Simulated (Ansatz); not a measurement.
# Te2Pb: the cost of one run

The runs shown are made with Ansatz 0.2.0. PAW datasets, plane waves, zero pressure. (Calculated; spin-unpolarised; the phase may be known or hypothetical.)

### Step 1. The cell

This is the cell as the run starts from it, not yet at rest; its lengths are not the crystal's.

The symmetry is Fm-3m (No. 225, cubic); conventional cell a = 7.210 Å, 31.24 Å³ an atom. Near Pb stand 8 Te at 3.12 Å; near Te stand 4 Pb at 3.12 Å.

Coordinates:

```xyz
3
Lattice="0.0000 3.6051 3.6051 3.6051 0.0000 3.6051 3.6051 3.6051 0.0000" Properties=species:S:1:pos:R:3 pbc="T T T"
Pb    0.0000    0.0000    0.0000
Te    1.8025    1.8025    1.8025
Te    5.4076    5.4076    5.4076
```

### Step 2. PBE: cell and atoms

File input.yaml:

```yaml
crystal:
  lattice:
    - [0.0, 3.6050822601, 3.6050822601]
    - [3.6050822601, 0.0, 3.6050822601]
    - [3.6050822601, 3.6050822601, 0.0]
  atoms:
    - { symbol: Pb, position: [0.0, 0.0, 0.0] }
    - { symbol: Te, position: [0.25, 0.25, 0.25] }
    - { symbol: Te, position: [0.75, 0.75, 0.75] }
kpoints:
  mp_grid: { grid: [6, 6, 6] }
hamiltonian:
  xc: pbe
scf:
  occupations: { method: fermi_dirac, width: 0.02 }
relax:
  f_tol: 0.005
  cell: {}
```

The run is started by

```sh
$ ansatz run input.yaml --threads 2 --pin off --max-ram 2211MiB --backend cpu --events-out ev --progress --plain --runs-dir out
```

What time and memory should one allow on 2 threads of Arm Neoverse V2, shared host?

About 5.9 s, with a peak of 0.4 GiB.
